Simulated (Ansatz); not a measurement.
# Si3TeW: the cost of one run

Method: DFT PBE, scalar-relativistic, plane waves, PAW, in Ansatz 0.2.0.

## 1. The structure to begin with

It takes space group Pm-3m (No. 221, cubic). Conventional cell: a = 4.564 Å, b = 4.564 Å, c = 4.564 Å, α = 90.00°, β = 90.00°, γ = 90.00°. Around Si (site symmetry 4/mmm) lie 2 Te at 2.28 Å and 8 Si at 3.23 Å and 4 W at 3.23 Å. Around Te (site symmetry m-3m) lie 6 Si at 2.28 Å. W (site symmetry m-3m) has 12 Si at 3.23 Å as nearest neighbours.

Structure file:

```xyz
5
Lattice="4.5640 0.0000 0.0000 0.0000 4.5640 0.0000 0.0000 0.0000 4.5640" Properties=species:S:1:pos:R:3 pbc="T T T"
Si    2.2820    0.0000    0.0000
Si    0.0000    2.2820    0.0000
Si    0.0000    0.0000    2.2820
Te    0.0000    0.0000    0.0000
W     2.2820    2.2820    2.2820
```

The cell is invented: species swapped into a database cell of Ho3PbC (Pm-3m, No. 221), with Si on the Ho sites, W on the Pb sites and Te on the C sites. Lengths come from tabulated atomic sizes and are only a guess.

## 2. A first look at the guess

input.yaml reads:

```yaml
crystal:
  lattice:
    - [4.56403658, 0.0, 0.0]
    - [0.0, 4.56403658, 0.0]
    - [0.0, 0.0, 4.56403658]
  atoms:
    - { symbol: Si, position: [0.5, 0.0, 0.0] }
    - { symbol: Si, position: [0.0, 0.5, 0.0] }
    - { symbol: Si, position: [0.0, 0.0, 0.5] }
    - { symbol: Te, position: [0.0, 0.0, 0.0] }
    - { symbol: W, position: [0.5, 0.5, 0.5] }
basis:
  ecutwfc: 420
kpoints:
  mp_grid: { grid: [4, 4, 4] }
hamiltonian:
  xc: pbe
scf:
  occupations: { method: gaussian, width: 0.1 }
  lower_state_search: "off"
output:
  forces: true
  stress: true
  eigenvalues: true
```

Started as:

```sh
ansatz run input.yaml --threads 1 --pin off --max-ram 2048MiB --backend cpu --events-out ev --progress --plain --runs-dir out
```

What time and memory should one allow on 1 thread of Arm Neoverse V2, shared host?

About 1.7 s, with a peak of 0.34 GiB.
